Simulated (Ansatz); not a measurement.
A nudged elastic band was laid between two geometries of a periodic cell of 15 atoms, Al$_{6}$GeH$_{2}$N$_{6}$ (surface AlN(111), adsorbate GeH2).

Level of theory: DFT PBEsol, scalar-relativistic, plane waves, PAW (Ansatz 0.2.0). Settings: PAW set soft_1, cutoff 420 eV, k mesh 2x2x1, gaussian smearing 0.05 eV, no spin polarisation.

```
movable images  : 4
climbing image  : no
spring          : 5.0 eV/Å²
optimiser       : quadratic models (default)
start path      : default
force threshold : 0.05 eV/Å
iteration limit : 50
end points      : relaxed
atoms held      : 1 to 1
```

Image 0:

```xyz
15
Lattice="5.4456 0.0000 0.0000 -2.7228 5.2852 0.0000 0.0000 0.0000 16.3240" Properties=species:S:1:pos:R:3
Al 3.630 0.000 1.000
Al -0.369 2.747 1.519
N 1.229 3.498 1.278
N 4.928 0.984 2.029
Al 1.247 0.343 2.057
Al 2.245 3.111 2.778
N -1.453 3.812 2.553
N 2.240 1.272 3.260
Al 3.958 0.915 3.833
Al -0.373 3.707 4.129
N 1.431 4.212 4.256
N -1.303 2.433 5.019
Ge 2.564 3.255 5.633
H 3.009 4.421 6.542
H 1.620 2.260 6.317
```

Image 5:

```xyz
15
Lattice="5.4456 0.0000 0.0000 -2.7228 5.2852 0.0000 0.0000 0.0000 16.3240" Properties=species:S:1:pos:R:3
Al 3.630 0.000 1.000
Al -0.324 2.843 1.768
N 1.274 3.564 1.438
N 4.933 1.022 2.002
Al 1.285 0.386 2.236
Al 2.221 3.258 3.009
N -1.406 3.841 2.910
N 2.188 1.458 3.397
Al 3.889 0.922 3.663
Al -0.415 3.732 4.562
N 1.364 4.426 4.372
N -0.614 1.827 5.087
Ge 2.791 5.140 5.577
H 4.128 1.865 5.845
H 2.085 5.182 6.985
```

(1) Which bonds break or form, and what moves?

(2) What energy profile does the band end with?

(3) What is the geometry of the highest image?

The band took 15 iterations and of the order of 5 core-minutes.

## Answers

(1) Contacts lost: Ge13–H14. Contacts made: Al9–Ge13, N12–H14. The atom that moves furthest is H15, by 3.03 Å; four of its nearest neighbours are Ge13 1.53, H14 2.58, N12 2.84, N11 2.84 Å at the first end and Ge13 1.58, H14 2.37, N12 2.71, N11 2.81 Å at the last.

(2) The forces met the threshold. The highest image is number 1 of 0 to 5, 0.53 eV above the first end and 1.71 eV above the last; the last end lies 1.18 eV below the first. The profile has 2 maxima (images 1, 4) with wells between them (image 3): this band takes more than one step, which may be the mechanism or a detour left from its start path. Neighbouring images differ by up to 1.3 eV, so the band resolves the path poorly. No image climbed, so the highest image needn't sit at the top of the path. A band with more images between the same ends climbed to 1.73 eV, so this one has probably stepped over the top. Limits of this set-up: coarse k mesh, thin slab, slab without dipole correction, no dispersion correction for a molecule that may bind weakly, PAW files made for another functional.

```
image  path coordinate (Å)  energy (eV)  Ge13–H14 (Å)  Al9–Ge13 (Å)  N12–H14 (Å)
    0                 0.00         0.00          1.54          3.27         2.75
    1                 1.42         0.53          1.56          3.33         2.26
    2                 2.85         0.45          1.98          3.29         1.08
    3                 4.27        -0.82          2.79          3.30         1.03
    4                 5.70        -0.65          2.88          2.88         1.03
    5                 7.12        -1.18          2.46          2.73         1.04
```

(3) 
```xyz
15
Lattice="5.4456 0.0000 0.0000 -2.7228 5.2852 0.0000 0.0000 0.0000 16.3240" Properties=species:S:1:pos:R:3
Al 3.630 0.000 1.000
Al -0.359 2.787 1.509
N 1.254 3.509 1.305
N 4.951 1.015 1.944
Al 1.267 0.376 1.977
Al 2.285 3.107 2.784
N -1.442 3.860 2.521
N 2.288 1.235 3.228
Al 4.045 0.947 3.757
Al -0.326 3.862 4.099
N 1.529 4.288 4.249
N -1.180 2.431 4.885
Ge 2.821 3.467 5.551
H 4.007 4.341 6.070
H 1.956 2.848 6.647
```

Run time: 5.4 min on 1 thread of Arm Neoverse V2 (shared host), peak memory 0.75 GiB.
